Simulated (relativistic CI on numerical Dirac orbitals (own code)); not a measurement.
# Co³⁺: K-beta emission multiplets

Aim: the K-beta emission spectrum of Co³⁺ in 4 surroundings, from the same atomic integrals.

Method: Dirac-Coulomb-Breit CI, KLI orbitals optimised for each configuration, model QED (radiative potential, 1s self-energy scaled to tabulated hydrogen-like ionisation energies), valence Slater integrals scaled by 0.9, multiplet model of X-ray emission after core ionisation. Code: relativistic CI on numerical Dirac orbitals (own code) version 1.

## 1. Starting point

- ion: Co³⁺ (Co IV)
- nuclear charge: 27
- electrons: 24
- configurations: [Ar] 3d6 → 1s 2s2 2p6 3s2 3p6 3d6 → [Ne] 3s2 3p5 3d6
- temperature: 80 K
- widths: Lorentz 1.12 eV, Gauss 1 eV
- surrounding 1: free ion
- surrounding 2: Td, 10Dq = -1800 cm⁻¹
- surrounding 3: Td, 10Dq = -5050 cm⁻¹
- surrounding 4: Td, 10Dq = -8300 cm⁻¹

## 2. Surrounding 1: free ion

Settings of the run:

```ini
atom Co  Z=27  charge=3  electrons=24
nucleus A=59  rms_radius_fm=3.7875
hamiltonian dirac-coulomb  breit=on  qed=on  c_scale=1
orbitals kli  potential=per-configuration
slater_scale 0.9
correlation none
mixing on
configurations
  [Ar] 3d6
  1s 2s2 2p6 3s2 3p6 3d6
  [Ne] 3s2 3p5 3d6
end
emission K-beta T=80 lorentz=1.12 gauss=1.0
crystal_field free
```

## 3. Surrounding 2: Td, 10Dq = -1800

Changes to the settings of step 2:

```diff
@@ -13,2 +13,2 @@
 emission K-beta T=80 lorentz=1.12 gauss=1.0
-crystal_field free
+crystal_field Td 10Dq=-1800
```

## 4. Surrounding 3: Td, 10Dq = -5050

Changes to the settings of step 3:

```diff
@@ -13,2 +13,2 @@
 emission K-beta T=80 lorentz=1.12 gauss=1.0
-crystal_field Td 10Dq=-1800
+crystal_field Td 10Dq=-5050
```

## 5. Surrounding 4: Td, 10Dq = -8300

Changes to the settings of step 4:

```diff
@@ -13,2 +13,2 @@
 emission K-beta T=80 lorentz=1.12 gauss=1.0
-crystal_field Td 10Dq=-5050
+crystal_field Td 10Dq=-8300
```

(Steps that only read results are left out.)

Before running it: what results should come out? Wanted: highest peak, first run; ground spin.

**Answer**, as computed:

| surrounding | ground S | centroid (eV) | spread (eV) | up to four highest peaks (% of the highest), eV |
| --- | --- | --- | --- | --- |
| 1: free | 2.00 | 7650.13 | 8.42 | 7632.6 (31), 7648.8 (49), 7654.8 (98), 7656.4 (100) |
| 2: Td | 2.00 | 7648.52 | 9.32 | 7632.6 (47), 7648.8 (47), 7654.8 (99), 7656.4 (100) |
| 3: Td | 2.00 | 7648.43 | 9.34 | 7632.6 (43), 7636.0 (19), 7648.6 (39), 7656.0 (100) |
| 4: Td | 2.00 | 7648.39 | 9.35 | 7632.4 (40), 7635.8 (19), 7648.4 (33), 7655.8 (100) |

```
                           quantity      value
            highest peak, first run  7656.4 eV
ground spin (effective S from ⟨S²⟩)       2.00
```

The position of the maximum differs by up to 0.6 eV between the surroundings, by shifts of peaks or by peaks exchanging rank. Photon energies are those of the free ion; lines in solids lie a few eV away.
